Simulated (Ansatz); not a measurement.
# BiTe (Fm-3m) in Ansatz: convergence with wavefunction cutoff

Aim: find how far wavefunction cutoff must go before the results for BiTe settle, at LDA. This setting moves, with any that are tied to it; all else stays.

Everything below comes from runs of Ansatz 0.2.0. Logs are shortened: lines on timing, memory, paths and dates and some standing lists are left out, and cuts for length are marked.

## (1) The crystal as given

Symmetry: Fm-3m, No. 225, cubic system. Conventional cell: a = 6.470 Å, b = 6.470 Å, c = 6.470 Å, α = 90.00°, β = 90.00°, γ = 90.00°. Around Bi (site symmetry m-3m) lie 6 Te at 3.23 Å. Around Te (site symmetry m-3m) lie 6 Bi at 3.23 Å.

## (2) With wavefunction cutoff 400 eV

File input.yaml:

```yaml
crystal:
  lattice:
    - [0.0, 3.235, 3.235]
    - [3.235, 0.0, 3.235]
    - [3.235, 3.235, 0.0]
  atoms:
    - { symbol: Bi, position: [0.0, 0.0, 0.0] }
    - { symbol: Te, position: [0.5, 0.5, 0.5] }
hamiltonian:
  xc: lda
  pseudopotentials: { kind: nc, accuracy: standard }
kpoints:
  mp_grid: { grid: [6, 6, 6] }
scf:
  occupations: { method: cold, width: 0.05 }
output:
  forces: true
  stress: true
  eigenvalues: true
basis:
  ecutwfc: "400 eV"
```

Potentials or basis: PseudoDojo standard (LDA files).

Run with:

```bash
ansatz run input.yaml --threads 2 --pin off --max-ram 5632MiB --backend cpu --events-out ev --progress --plain --runs-dir out
```

Log:

```text
Warning: basis.ecutwfc = 400 eV is below the records' recommended 1120 eV, and the density's cutoff is lower with it unless basis.ecutrho_ratio is high enough to keep the records' density cutoff: compare with a run at a higher cutoff
Warning: RAYON_NUM_THREADS=2 ignored (pool sized by the plan → 2); use --threads N
Engine: ansatz 0.2.0, x86_64-unknown-linux-gnu
Pseudopotentials: kind: nc
Pseudopotential: Bi, nc, valence charge 15, recommended cutoff 952.398519 eV (normal), Bi.nc.azcp (PseudoDojo's, or run here from an input of PseudoDojo's; its table is named by hamiltonian.pseudopotentials.accuracy)
Pseudopotential: Te, nc, valence charge 16, recommended cutoff 1120 eV (normal), Te.nc.azcp (PseudoDojo's, or run here from an input of PseudoDojo's; its table is named by hamiltonian.pseudopotentials.accuracy)
Functional definition: SPW92
  exchange = slater_x
  correlation = pw_c
Crystal: 2 atoms, lattice volume = 67.710 Å³
Basis set: ecut = 400 eV, 1243 PW (Γ)
Bands: 20, of which v1, the nominal top of the filled ones, is band 16 counted from 1 (15 counted from 0)
Symmetry: 48 space group operations
Space group: Fm-3m (ITA 225), of the structure as read, at distance tolerance 4.1e-5 Å
k-points: 16 of 216
Non-local potential: Bi, projectors of the file, l = 0: 2, l = 1: 2, l = 2: 2, l = 3: 2
Non-local potential: Te, projectors of the file, l = 0: 3, l = 1: 2, l = 2: 2, l = 3: 2
Initial density: superposition of atomic densities (chi_scale 0.1, normalization cell, long waves kept (reshape's long-wave potential 0.00 eV rms))
Initial wavefunctions: pseudopotential atomic-orbital guess
Functional: x = slater, c = lda
SCF iter   1: F=—  HF=-4974.714002 eV  |F-HF|=—  |Δ(HF+E_count)|=         —  Δρ=3.19e-1  dr2=1.90e1  ethr=3.10e-3  ⟨swp⟩=4.9  Hψ=1647  notcnv=0
preconditioner: auto → none  [insulator: Δε(μ)=0.098 eV  Ē_g=9.648 eV  σ=0.050 eV  W_gap=0.85  n_scr=14 (ndim 8)  ℏωp=15.0 eV  f_vac=0.008  D(μ)=2.57/eV (n_scr^D=14)  ε∞_Penn≈3.4]
SCF iter   2: F=—  HF=-4964.129760 eV  |F-HF|=—  |Δ(HF+E_count)|=    1.06e1  S|Δr|=    0.00e0  Δρ=1.39e-1  dr2=2.62e0  ethr=3.10e-3  ⟨swp⟩=3.0  Hψ=818  notcnv=0  defer=10
SCF iter   3: F=—  HF=-4962.558864 eV  |F-HF|=—  |Δ(HF+E_count)|=    1.57e0  S|Δr|=    0.00e0  Δρ=2.49e-2  dr2=2.94e-1  ethr=3.10e-3  ⟨swp⟩=2.1  Hψ=622  notcnv=0  defer=10
SCF iter   4: F=—  HF=-4962.476212 eV  |F-HF|=—  |Δ(HF+E_count)|=   8.27e-2  S|Δr|=    0.00e0  Δρ=1.06e-2  dr2=3.30e-2  ethr=9.49e-4  ⟨swp⟩=3.1  Hψ=593  notcnv=0  defer=10
SCF iter   5: F=—  HF=-4962.465066 eV  |F-HF|=—  |Δ(HF+E_count)|=   1.11e-2  S|Δr|=    0.00e0  Δρ=3.16e-3  dr2=1.11e-3  ethr=1.07e-4  ⟨swp⟩=2.0  Hψ=443  notcnv=0  defer=10
SCF iter   6: F=—  HF=-4962.464709 eV  |F-HF|=—  |Δ(HF+E_count)|=   3.56e-4  S|Δr|=    0.00e0  Δρ=4.60e-4  dr2=2.34e-5  ethr=3.58e-6  ⟨swp⟩=2.1  Hψ=364  notcnv=0  defer=10
SCF iter   7: F=—  HF=-4962.464700 eV  |F-HF|=—  |Δ(HF+E_count)|=   9.58e-6  S|Δr|=    0.00e0  Δρ=2.69e-5  dr2=7.26e-8  ethr=3.23e-10  ⟨swp⟩=10.0  Hψ=2244  notcnv=0
SCF iter   8: F=-4962.464700 eV  HF=-4962.464700 eV  |F-HF|=1.19e-9  |Δ(HF+E_count)|=   1.64e-8  S|Δr|=    0.00e0  Δρ=2.37e-6  dr2=1.52e-9  ethr=2.34e-10  ⟨swp⟩=2.6  Hψ=1117  notcnv=0
SCF 1 converged in 8 iterations: F = -4962.464700 eV  dr2 = 1.52e-9
SCF converged after 8 iterations
Stability not checked: this state was not tested for a lower state beside it, because cold or Methfessel-Paxton smearing, or corrected tetrahedra, fill the levels in a way that the test cannot read (fill_not_monotonic; see scf.lower_state_search)
Free energy (F): -4962.464700 eV
Harris-Foulkes:  -4962.464700 eV  (|F-HF|=1.19e-9)
Internal energy: -4962.465048 eV  (E = F + TS)
E sigma→0 (E₀):  -4962.464816 eV
Entropy (-TS):   0.000348 eV (0.174 meV/atom)
Fermi energy:    9.661696 eV
--- Per-component energies (eV) ---
  E_band       = -350.353146
  E_kinetic    = 2378.999287
  E_local      = -3217.983487  (includes V_loc(G=0)·N_el)
  E_nonlocal   = -977.204297
  E_hartree    = 1094.358232
  E_xc         = -1204.479057
  E_vxc        = -722.881281  (∫ρ·V_xc dr)
  E_ewald      = -3036.155726
  E_smearing   = 0.000348  (= −TS)
  E_closure    = -0.000000  (closes the sum)
  Σ components = -4962.464700   (vs F -4962.464700, Δ=0.00e0)
--- Forces (eV/Å), atoms counted from 1 ---
  atom   1  Bi     0.00000000    -0.00000000     0.00000000
  atom   2  Te     0.00000000    -0.00000000     0.00000000
  max |Σ_I F_I| component: 6.25e-28 eV/Å
--- Stress (GPa, compression-positive) ---
       -4.929711       0.000000      -0.000000
        0.000000      -4.929711      -0.000000
       -0.000000       0.000000      -4.929711
  P = ⅓ Tr σ = -4.9297 GPa (-49.297 kbar)
--- Band table (eV; the first three rows and the last of 16) ---
  k-point 0: bands = ["-26.4094", "-26.4094", "-26.2045", "-26.2045", "-26.2045", "-13.2723", "-13.2723", "-13.2059", "-13.2059", "-13.2059", "-4.0493", "0.9862", "7.2045", "7.2045", "7.2045", "11.8162", "11.8162", "11.8162", "14.9598", "14.9598"]
  k-point 1: bands = ["-26.3330", "-26.0756", "-26.0756", "-25.7642", "-25.7642", "-13.2435", "-13.1741", "-13.1741", "-13.0837", "-13.0837", "-3.8135", "0.4785", "7.2947", "7.2947", "7.3921", "10.8239", "11.0854", "11.0854", "14.6584", "15.4662"]
  k-point 2: bands = ["-26.4430", "-26.1901", "-26.1901", "-25.9088", "-25.9088", "-13.2706", "-13.1997", "-13.1997", "-13.1288", "-13.1288", "-3.1347", "-0.6792", "7.5737", "7.5737", "7.7539", "9.4909", "9.8910", "9.8910", "15.4184", "16.7997"]
  k-point 15: bands = ["-26.2491", "-26.1677", "-25.6908", "-25.6306", "-25.5424", "-13.2380", "-13.1990", "-13.0592", "-13.0532", "-13.0172", "-2.1726", "-1.1286", "4.4972", "5.2767", "7.1706", "10.7006", "13.1366", "13.9579", "13.9709", "16.7421"]
```

Run time: 0.68 s. Hardware: 2 threads of Intel Xeon Platinum 8259CL at 2.50GHz (Skylake/Cascade Lake), shared host; peak memory 0.32 GiB.

Results:

```yaml
Free_energy: -4962.4647 eV
Pressure: -4.9 GPa
Band_gap_on_the_k_mesh: none (metal or under the smearing width)
```

## (3) With wavefunction cutoff 500 eV

input.yaml: that of step 2 with these lines changed.

```diff
@@ -20,2 +20,2 @@
 basis:
-  ecutwfc: "400 eV"
+  ecutwfc: "500 eV"
```

Potentials or basis: PseudoDojo standard (LDA files).

Run with:

```bash
ansatz run input.yaml --threads 2 --pin off --max-ram 5632MiB --backend cpu --events-out ev --progress --plain --runs-dir out
```

Run time: 0.86 s. Hardware: 2 threads of Intel Xeon Platinum 8259CL at 2.50GHz (Skylake/Cascade Lake), shared host; peak memory 0.34 GiB.

What came out:

| Property | Result |
| --- | --- |
| Free energy | -5033.1725 eV |
| Pressure | -3.1 GPa |
| Band gap on the k mesh | none (metal or under the smearing width) |

## (4) With wavefunction cutoff 600 eV

input.yaml: that of step 3 with these lines changed.

```diff
@@ -20,2 +20,2 @@
 basis:
-  ecutwfc: "500 eV"
+  ecutwfc: "600 eV"
```

Run with:

```bash
ansatz run input.yaml --threads 2 --pin off --max-ram 5632MiB --backend cpu --events-out ev --progress --plain --runs-dir out
```

Run time: 0.87 s. Hardware: 2 threads of Intel Xeon Platinum 8259CL at 2.50GHz (Skylake/Cascade Lake), shared host; peak memory 0.35 GiB.

Results:

```
Free energy            : -5058.8350 eV
Pressure               : -2.7 GPa
Band gap on the k mesh : none (metal or under the smearing width)
```

## (5) With wavefunction cutoff 700 eV

input.yaml: that of step 4 with these lines changed.

```diff
@@ -20,2 +20,2 @@
 basis:
-  ecutwfc: "600 eV"
+  ecutwfc: "700 eV"
```

Run with:

```bash
ansatz run input.yaml --threads 2 --pin off --max-ram 5632MiB --backend cpu --events-out ev --progress --plain --runs-dir out
```

Wall time 1.2 s (2 threads of Intel Xeon Platinum 8259CL at 2.50GHz (Skylake/Cascade Lake), shared host); peak memory 0.37 GiB.

What came out:

```
Free energy            : -5066.0653 eV
Pressure               : -2.7 GPa
Band gap on the k mesh : none (metal or under the smearing width)
```

## (6) With wavefunction cutoff 850 eV

input.yaml: that of step 5 with these lines changed.

```diff
@@ -20,2 +20,2 @@
 basis:
-  ecutwfc: "700 eV"
+  ecutwfc: "850 eV"
```

Potentials or basis: PseudoDojo standard (LDA files).

Run with:

```bash
ansatz run input.yaml --threads 2 --pin off --max-ram 5632MiB --backend cpu --events-out ev --progress --plain --runs-dir out
```

It took 1.2 s on 2 threads of Intel Xeon Platinum 8259CL at 2.50GHz (Skylake/Cascade Lake), shared host; peak memory 0.42 GiB.

Results (log left out):

```
Free energy            : -5067.7382 eV
Pressure               : -2.6 GPa
Band gap on the k mesh : none (metal or under the smearing width)
```

## (7) With wavefunction cutoff 1000 eV

input.yaml: that of step 6 with these lines changed.

```diff
@@ -20,2 +20,2 @@
 basis:
-  ecutwfc: "850 eV"
+  ecutwfc: "1000 eV"
```

Run with:

```bash
ansatz run input.yaml --threads 2 --pin off --max-ram 5632MiB --backend cpu --events-out ev --progress --plain --runs-dir out
```

It took 1.5 s on 2 threads of Intel Xeon Platinum 8259CL at 2.50GHz (Skylake/Cascade Lake), shared host; peak memory 0.43 GiB.

Results (log left out):

```yaml
Free_energy: -5067.7983 eV
Pressure: -2.6 GPa
Band_gap_on_the_k_mesh: none (metal or under the smearing width)
```

## (8) With wavefunction cutoff 1200 eV

input.yaml: that of step 7 with these lines changed.

```diff
@@ -20,2 +20,2 @@
 basis:
-  ecutwfc: "1000 eV"
+  ecutwfc: "1200 eV"
```

Run with:

```bash
ansatz run input.yaml --threads 2 --pin off --max-ram 5632MiB --backend cpu --events-out ev --progress --plain --runs-dir out
```

It took 6 s on 2 threads of Intel Xeon Platinum 8259CL at 2.50GHz (Skylake/Cascade Lake), shared host; peak memory 0.48 GiB.

The run converged. Its results:

- Free energy: -5067.7992 eV
- Pressure: -2.6 GPa
- Band gap on the k mesh: none (metal or under the smearing width)

## (9) With wavefunction cutoff 1400 eV

input.yaml: that of step 8 with these lines changed.

```diff
@@ -20,2 +20,2 @@
 basis:
-  ecutwfc: "1200 eV"
+  ecutwfc: "1400 eV"
```

Potentials or basis: PseudoDojo standard (LDA files).

Run with:

```bash
ansatz run input.yaml --threads 2 --pin off --max-ram 5632MiB --backend cpu --events-out ev --progress --plain --runs-dir out
```

Wall time 2.5 s (2 threads of Intel Xeon Platinum 8259CL at 2.50GHz (Skylake/Cascade Lake), shared host); peak memory 0.53 GiB.

The run converged. Its results:

```
Free energy            : -5067.7997 eV
Pressure               : -2.6 GPa
Band gap on the k mesh : none (metal or under the smearing width)
```

## (10) With wavefunction cutoff 1700 eV

input.yaml: that of step 9 with these lines changed.

```diff
@@ -20,2 +20,2 @@
 basis:
-  ecutwfc: "1400 eV"
+  ecutwfc: "1700 eV"
```

Run with:

```bash
ansatz run input.yaml --threads 2 --pin off --max-ram 5632MiB --backend cpu --events-out ev --progress --plain --runs-dir out
```

Run time: 3.6 s. Hardware: 2 threads of Intel Xeon Platinum 8259CL at 2.50GHz (Skylake/Cascade Lake), shared host; peak memory 0.6 GiB.

The run converged. Its results:

* Free energy: -5067.8003 eV
* Pressure: -2.6 GPa
* Band gap on the k mesh: none (metal or under the smearing width)

## (11) Summary

```tsv
wavefunction cutoff	energy less the tightest run, at zero smearing (meV/atom)	pressure (GPa)	SCF cycles	CPU time (s)	peak memory (GiB)
400 eV	52668.06	-4.93	8	1.2	0.32
500 eV	17313.93	-3.08	8	1.6	0.34
600 eV	4482.64	-2.68	7	1.6	0.35
700 eV	867.49	-2.67	7	2.3	0.37
850 eV	31.08	-2.62	6	2.3	0.42
1000 eV	1.02	-2.61	6	2.9	0.43
1200 eV	0.55	-2.61	6	7.9	0.48
1400 eV	0.34	-2.61	6	4.9	0.53
1700 eV	0.00	-2.61	6	7.1	0.6
```

Against the tightest run, the energy stays within 1 meV/atom from 1200 eV on; the pressure stays within 0.1 GPa from 600 eV on. The tightest run that finished is the yardstick and may itself not be fully converged.

Caveats: spin-orbit coupling is left out, which moves the levels of the heavy elements.
